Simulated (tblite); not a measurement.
# C6H13FGe: the cost of one run

Computed with tblite 0.8.0 and PySCF 2.14.0, with density-fitted response routines of our own, on a single molecule, in the gas phase or a continuum. Atoms count from 0, in the outputs and in this text.

### Step 1. The molecule as given

21 atoms, charge 0, multiplicity 1; geometry from: force field or distance geometry start.

Bonds of the start (Å): C0–C1 1.54, C1–C2 1.54, C2–C3 1.55, C3–C4 1.53, C4–F5 1.39, C4–C6 1.54, C6–Ge7 1.95, Ge7–C1 1.93, C0–H8 1.11, C0–H9 1.11, C0–H10 1.11, C1–H11 1.12, C2–H12 1.10, C2–H13 1.10, C3–H14 1.12, C3–H15 1.12, C4–H16 1.11, C6–H17 1.11, C6–H18 1.10, Ge7–H19 1.55, Ge7–H20 1.55.

### Step 2. Relaxing the molecule with GFN2-xTB

What the job is given:

```
{"job": {"kind": "relax", "xc": "GFN2-xTB", "basis": "xTB"}, "charge": 0, "multiplicity": 1}
C      2.523700     0.358300     0.358100
C      1.003200     0.252100     0.573500
C      0.516400    -1.179500     0.291900
C     -1.012900    -1.322200     0.494600
C     -1.864300    -0.597900    -0.546700
F     -1.499300    -0.993400    -1.832100
C     -1.777300     0.931900    -0.437000
Ge     0.076000     1.519500    -0.553300
H      2.777900     0.123100    -0.694900
H      3.050400    -0.344500     1.031500
H      2.853400     1.390400     0.590000
H      0.780100     0.499000     1.643600
H      0.768400    -1.468700    -0.740400
H      1.029100    -1.883000     0.971100
H     -1.292000    -0.971000     1.523900
H     -1.261700    -2.411200     0.464300
H     -2.924000    -0.885600    -0.402200
H     -2.190200     1.245700     0.547000
H     -2.369600     1.411400    -1.235700
H      0.570600     1.370600    -2.012400
H      0.233200     2.971900    -0.035000
```

The run is started by

```sh
OMP_NUM_THREADS=1 python probes_run.py task.json out
```

The driver reads the jobs from task.json and runs them one after another.

Q: Estimate the wall time and peak memory of this first job on 1 thread of Intel Xeon at 2.50GHz, shared host.

About 1.3 s, with a peak of 0.18 GiB.
